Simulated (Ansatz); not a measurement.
# TaN: the cost of one run

Method: DFT LDA+U (U_eff = 7 eV on Ta d), plane waves, PAW, no spin–orbit coupling unless a run says so, in Ansatz 0.2.0.

### Step 1. The system as given

Symmetry: Fm-3m, No. 225, cubic system. The conventional cell has a = 4.358 Å, b = 4.358 Å, c = 4.358 Å, α = 90.00°, β = 90.00°, γ = 90.00°. Ta (site symmetry m-3m) has 6 N at 2.18 Å as nearest neighbours. N (site symmetry m-3m) has 6 Ta at 2.18 Å as nearest neighbours.

As a file:

```
Ta N
1.0
     0.00000    2.17900    2.17900
     4.35800    2.17900    2.17900
     4.35800    4.35800    0.00000
Ta N
2 2
Direct
  0.50000 0.50000 0.00000
  0.50000 0.50000 0.50000
  0.00000 0.00000 0.00000
  0.00000 0.00000 0.50000
```

An earlier series on this cell reached its lowest free state from «ferrimagnetic site moments held at first, then free», perhaps among other starts.

### Step 2. Canted directions free, 120°

input.yaml reads:

```yaml
crystal:
  lattice:
    - [0.0, 2.17900131, 2.17900131]
    - [4.35800262, 2.17900131, 2.17900131]
    - [4.35800262, 4.35800262, 0.0]
  atoms:
    - { symbol: Ta, position: [0.5, 0.5, 0.0], spin: 2.0, spin_axis: [0.0, 0.0, 1.0] }
    - { symbol: "N", position: [0.0, 0.0, 0.0] }
    - { symbol: Ta, position: [0.5, 0.5, 0.5], spin: 2.0, spin_axis: [0.866025, 0.0, -0.5] }
    - { symbol: "N", position: [0.0, 0.0, 0.5] }
basis:
  ecutwfc: 420
  ecutrho_ratio: 4
kpoints:
  mp_grid: { grid: [7, 7, 7] }
hamiltonian:
  xc: lda
  hubbard:
    sites:
      - { site: 0, l: d, u_eff: 7.0, starting_ns: [{ occupation_matrix: s0 }] }
      - { site: 2, l: d, u_eff: 7.0, starting_ns: [{ occupation_matrix: s2 }] }
    occupation_matrices:
      s0:
        spinor_matrix:
          - [[0.02, 0.0], [0.0, 0.0], [0.0, 0.0], [0.0, 0.0], [0.0, 0.0], [0.0, 0.0], [0.0, 0.0], [0.0, 0.0], [0.0, 0.0], [0.0, 0.0]]
          - [[0.0, 0.0], [0.97, 0.0], [0.0, 0.0], [0.0, 0.0], [0.0, 0.0], [0.0, 0.0], [0.0, 0.0], [0.0, 0.0], [0.0, 0.0], [0.0, 0.0]]
          - [[0.0, 0.0], [0.0, 0.0], [0.02, 0.0], [0.0, 0.0], [0.0, 0.0], [0.0, 0.0], [0.0, 0.0], [0.0, 0.0], [0.0, 0.0], [0.0, 0.0]]
          - [[0.0, 0.0], [0.0, 0.0], [0.0, 0.0], [0.02, 0.0], [0.0, 0.0], [0.0, 0.0], [0.0, 0.0], [0.0, 0.0], [0.0, 0.0], [0.0, 0.0]]
          - [[0.0, 0.0], [0.0, 0.0], [0.0, 0.0], [0.0, 0.0], [0.97, 0.0], [0.0, 0.0], [0.0, 0.0], [0.0, 0.0], [0.0, 0.0], [0.0, 0.0]]
          - [[0.0, 0.0], [0.0, 0.0], [0.0, 0.0], [0.0, 0.0], [0.0, 0.0], [0.02, 0.0], [0.0, 0.0], [0.0, 0.0], [0.0, 0.0], [0.0, 0.0]]
          - [[0.0, 0.0], [0.0, 0.0], [0.0, 0.0], [0.0, 0.0], [0.0, 0.0], [0.0, 0.0], [0.02, 0.0], [0.0, 0.0], [0.0, 0.0], [0.0, 0.0]]
          - [[0.0, 0.0], [0.0, 0.0], [0.0, 0.0], [0.0, 0.0], [0.0, 0.0], [0.0, 0.0], [0.0, 0.0], [0.02, 0.0], [0.0, 0.0], [0.0, 0.0]]
          - [[0.0, 0.0], [0.0, 0.0], [0.0, 0.0], [0.0, 0.0], [0.0, 0.0], [0.0, 0.0], [0.0, 0.0], [0.0, 0.0], [0.02, 0.0], [0.0, 0.0]]
          - [[0.0, 0.0], [0.0, 0.0], [0.0, 0.0], [0.0, 0.0], [0.0, 0.0], [0.0, 0.0], [0.0, 0.0], [0.0, 0.0], [0.0, 0.0], [0.02, 0.0]]
      s2:
        spinor_matrix:
          - [[0.02, 0.0], [0.0, 0.0], [0.0, 0.0], [0.0, 0.0], [0.0, 0.0], [0.0, 0.0], [0.0, 0.0], [0.0, 0.0], [0.0, 0.0], [0.0, 0.0]]
          - [[0.0, 0.0], [0.2575, 0.0], [0.0, 0.0], [0.0, 0.0], [0.0, 0.0], [0.0, 0.0], [0.41136, 0.0], [0.0, 0.0], [0.0, 0.0], [0.0, 0.0]]
          - [[0.0, 0.0], [0.0, 0.0], [0.02, 0.0], [0.0, 0.0], [0.0, 0.0], [0.0, 0.0], [0.0, 0.0], [0.0, 0.0], [0.0, 0.0], [0.0, 0.0]]
          - [[0.0, 0.0], [0.0, 0.0], [0.0, 0.0], [0.02, 0.0], [0.0, 0.0], [0.0, 0.0], [0.0, 0.0], [0.0, 0.0], [0.0, 0.0], [0.0, 0.0]]
          - [[0.0, 0.0], [0.0, 0.0], [0.0, 0.0], [0.0, 0.0], [0.2575, 0.0], [0.0, 0.0], [0.0, 0.0], [0.0, 0.0], [0.0, 0.0], [0.41136, 0.0]]
          - [[0.0, 0.0], [0.0, 0.0], [0.0, 0.0], [0.0, 0.0], [0.0, 0.0], [0.02, 0.0], [0.0, 0.0], [0.0, 0.0], [0.0, 0.0], [0.0, 0.0]]
          - [[0.0, 0.0], [0.41136, 0.0], [0.0, 0.0], [0.0, 0.0], [0.0, 0.0], [0.0, 0.0], [0.7325, 0.0], [0.0, 0.0], [0.0, 0.0], [0.0, 0.0]]
          - [[0.0, 0.0], [0.0, 0.0], [0.0, 0.0], [0.0, 0.0], [0.0, 0.0], [0.0, 0.0], [0.0, 0.0], [0.02, 0.0], [0.0, 0.0], [0.0, 0.0]]
          - [[0.0, 0.0], [0.0, 0.0], [0.0, 0.0], [0.0, 0.0], [0.0, 0.0], [0.0, 0.0], [0.0, 0.0], [0.0, 0.0], [0.02, 0.0], [0.0, 0.0]]
          - [[0.0, 0.0], [0.0, 0.0], [0.0, 0.0], [0.0, 0.0], [0.41136, 0.0], [0.0, 0.0], [0.0, 0.0], [0.0, 0.0], [0.0, 0.0], [0.7325, 0.0]]
    ns_hold: { iters: 8 }
scf:
  occupations: { method: gaussian, width: 0.05 }
  lower_state_search: "off"
  max_iter: 150
output:
  forces: true
  stress: true
  eigenvalues: true
  populations: true
  hubbard: { sites: [{ site: 0, l: d }, { site: 2, l: d }] }
  write_density: true
  write_potential: true
  elf: true
  volumetric_format: npy
magnetization:
  noncollinear: true
  spin_orbit: true
```

The typed matrices put 0.97 on the chosen orbitals and 0.02 on the others, and are held for 8 cycles. This run includes spin–orbit coupling.

The run is started by

```bash
> ansatz run input.yaml --threads 2 --pin off --max-ram 3072MiB --backend cpu --events-out ev --progress --plain --runs-dir out
```

What time and memory should one allow on 2 threads of AMD EPYC 9R45 (Zen 5), shared host?

About 81 s, with a peak of 0.93 GiB.
